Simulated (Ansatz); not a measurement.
# CH3FIIn: up Jacob's ladder to CCSD(T)

An exercise on one series of results from a longer session: the logs are not shown, and one member is left open.

Computed with Ansatz 0.2.0, Gaussian basis. Level: functionals in def2-TZVPP, the program's frozen cores in correlated methods.

Levels to be run: LDA (SPW92), PBE-D4, revPBE-D4, BLYP-D4, r2SCAN-D4, B97M-V, PBE0-D4, B3LYP-D4, r2SCANh-D4, r2SCAN0-D4, HSE06-D4, BHLYP-D4, CAM-B3LYP-D4, LC-ωPBE, ωB97X-V, ωB97M-V, B2PLYP, PBE-QIDH; CCSD(T)/def2-SVP; CCSD(T)/def2-TZVPP; CCSD(T)/def2-QZVPP; extrapolation to the limit; RPA on PBE.

### The geometry

An earlier PBE0-D4 in a triple-zeta def2 set relaxation fixed the geometry. In, I take the def2 core potential; no spin-orbit term is included.

SMILES `[CH3][In]([F])[I]`, 7 atoms, charge 0, spin multiplicity 1.

Atoms are counted from 1 here; the program's logs count them from 0.

Bond lengths: C1–In2 2.128 Å, C1–H5 1.089 Å, C1–H6 1.089 Å, C1–H7 1.089 Å, In2–F3 1.952 Å, In2–I4 2.642 Å. Angles: In2–C1–H5 109.1°, In2–C1–H6 109.1°, In2–C1–H7 108.8°, H5–C1–H6 109.2°, H5–C1–H7 110.3°, H6–C1–H7 110.3°, C1–In2–F3 118.6°, C1–In2–I4 131.1°, F3–In2–I4 110.3°.

Geometry (Å):

```mol
CH3FIIn
  3D, bonds by distance, orders not assigned

  7  6  0  0  0  0  0  0  0  0999 V2000
   -0.3048    1.0231    0.4075 C   0  0
    0.3365   -0.8614   -0.3448 In  0  0
    2.2516   -1.1944   -0.5227 F   0  0
   -1.0376   -2.9746   -1.1367 I   0  0
   -0.9262    1.5125   -0.3418 H   0  0
   -0.8913    0.8645    1.3118 H   0  0
    0.5717    1.6303    0.6268 H   0  0
  1  2  8  0
  2  3  8  0
  2  4  8  0
  1  5  8  0
  1  6  8  0
  1  7  8  0
M  END
```

The first run:

Input file in.yaml:

```yaml
crystal:
  periodic: [false, false, false]
  atoms:
    - {symbol: C, position_ang: [-0.304814, 1.023128, 0.407473]}
    - {symbol: In, position_ang: [0.336496, -0.861351, -0.344847]}
    - {symbol: F, position_ang: [2.251646, -1.194396, -0.522698]}
    - {symbol: I, position_ang: [-1.037650, -2.974623, -1.136732]}
    - {symbol: H, position_ang: [-0.926167, 1.512491, -0.341777]}
    - {symbol: H, position_ang: [-0.891258, 0.864490, 1.311803]}
    - {symbol: H, position_ang: [0.571746, 1.630251, 0.626778]}
basis:
  gaussian: {orbitals: def2-TZVPP}
hamiltonian: {xc: lda}
output: {orbitals: {seedname: orbitals}}
```

Launch:

```
$ ansatz run in.yaml --threads 2 --pin off --events-out ev --progress --plain --max-ram 32768MiB --backend cpu
```

Steps of the session up to this table: LDA; PBE-D4 (GGA); revPBE-D4 (GGA); BLYP-D4 (GGA); r2SCAN-D4 (meta-GGA); B97M-V (meta-GGA); B3LYP-D4 (hybrid); r2SCANh-D4 (hybrid); r2SCAN0-D4 (hybrid); HSE06-D4 (hybrid); BHLYP-D4 (hybrid); CAM-B3LYP-D4 (range-separated); LC-ωPBE (range-separated); ωB97X-V (range-separated); ωB97M-V (range-separated); B2PLYP (double hybrid); PBE-QIDH (double hybrid).

One of the session's tables, all rows but one given; the rest of the session is left out.

It belongs to the step «Frontier levels by functional». 

| functional | HOMO (eV) | LUMO (eV) | gap (eV) |
| --- | --- | --- | --- |
| LDA (SPW92) | -6.74 | -2.91 | 3.83 |
| PBE-D4 | -6.56 | -2.62 | 3.95 |
| revPBE-D4 | -6.50 | -2.50 | 4.00 |
| BLYP-D4 | -6.38 | -2.58 | 3.80 |
| r2SCAN-D4 | -6.86 | -2.39 | 4.47 |
| B97M-V | -6.86 | -2.44 | 4.42 |
| PBE0-D4 | -7.71 | -1.78 | 5.93 |
| B3LYP-D4 | -7.46 | -2.09 | 5.37 |
| r2SCANh-D4 | -7.28 | -2.09 | 5.19 |
| r2SCAN0-D4 | -7.91 | -1.65 | 6.26 |
| HSE06-D4 | -7.32 | -2.15 | 5.17 |
| BHLYP-D4 | -8.68 | -0.97 | 7.71 |
| CAM-B3LYP-D4 | -8.96 | -0.88 | 8.08 |
| LC-ωPBE | -10.30 | 0.37 | 10.67 |
| ωB97X-V | -9.96 | 0.20 | 10.16 |
| ωB97M-V | ? | ? | ? |

Q: Estimate the row for ωB97M-V from the others.

The run gave: HOMO (eV): -9.84; LUMO (eV): 0.02; gap (eV): 9.86. In the column «HOMO (eV)» it lies between ωB97X-V (-9.96) and CAM-B3LYP-D4 (-8.96).
